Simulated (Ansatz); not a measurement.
# TaCuN2: the cost of one run

Computed with Ansatz 0.2.0 (DFT PBEsol, scalar-relativistic, unless a step's input says otherwise).

## Step 1: The system as given

The structure is trigonal, space group R-3m (No. 166). Conventional cell: a = 3.136 Å, b = 3.136 Å, c = 17.438 Å, α = 90.00°, β = 90.00°, γ = 120.00°. Ta (site symmetry -3m) has 6 N at 1.99 Å in its first shell of neighbours. Cu (site symmetry -3m) has 2 N at 2.08 Å in its first shell of neighbours. Around N (site symmetry 3m) lie 3 Ta at 1.99 Å and 1 Cu at 2.08 Å.

Coordinates:

```cif
data_structure
_symmetry_space_group_name_H-M 'R-3m:H'
_symmetry_Int_Tables_number 166
_cell_length_a 3.1360
_cell_length_b 3.1360
_cell_length_c 17.4380
_cell_angle_alpha 90.000
_cell_angle_beta 90.000
_cell_angle_gamma 120.000
_cell_volume 148.52
loop_
_atom_site_label
_atom_site_type_symbol
_atom_site_symmetry_multiplicity
_atom_site_Wyckoff_symbol
_atom_site_fract_x
_atom_site_fract_y
_atom_site_fract_z
_atom_site_occupancy
Ta1 Ta 3 b 0.33333 0.66667 0.16667 1
Cu1 Cu 3 a 0.00000 0.00000 0.00000 1
N1 N 6 c 0.00000 0.00000 0.11900 1
```

The file gives the conventional cell by its symmetry; the runs use the cell typed in the input.

Atoms are numbered in the order of the input: Ta1, Cu2, N3, N4.

## Step 2: Volume × 0.96, LAPW

File input.yaml:

```yaml
crystal:
  lattice:
    - [1.5468091386, 0.8930506726, 5.7341107752]
    - [-1.5468091386, 0.8930506726, 5.7341107752]
    - [0.0, -1.7861013451, 5.7341107752]
  atoms:
    - { symbol: Ta, position: [0.5, 0.5, 0.5] }
    - { symbol: Cu, position: [0.0, 0.0, 0.0] }
    - { symbol: "N", position: [0.119, 0.119, 0.119] }
    - { symbol: "N", position: [0.881, 0.881, 0.881] }
kpoints:
  mp_grid: { grid: [12, 12, 12] }
  band_path:
    path:
      - [0.0, 0.0, 0.0]
      - [0.5, 0.5, 0.5]
      - [0.8171626346, 0.1828373654, 0.5]
      - [0.5, -0.1828373654, 0.1828373654]
      - [0.5, 0.0, 0.0]
      - [0.0, 0.0, 0.0]
      - [0.3414186827, -0.3414186827, 0.0]
      - [0.6585813173, 0.0, 0.3414186827]
      - [0.5, 0.0, 0.5]
    npoints: 5
scf:
  occupations: { method: fermi_dirac, width: 0.05 }
hamiltonian:
  xc: pbesol
  pseudopotentials: { kind: all_electron, lapw: { basis_error: 0.001 } }
output:
  forces: true
  stress: true
  eigenvalues: true
```

Launch:

```bash
$ ansatz run input.yaml --threads 1 --pin off --max-ram 4096MiB --backend cpu --events-out ev --progress --plain --runs-dir out
```

Q: Estimate wall time and peak memory on 1 thread of Arm Neoverse V1, shared host.

About 5.5 min, with a peak of 2 GiB.
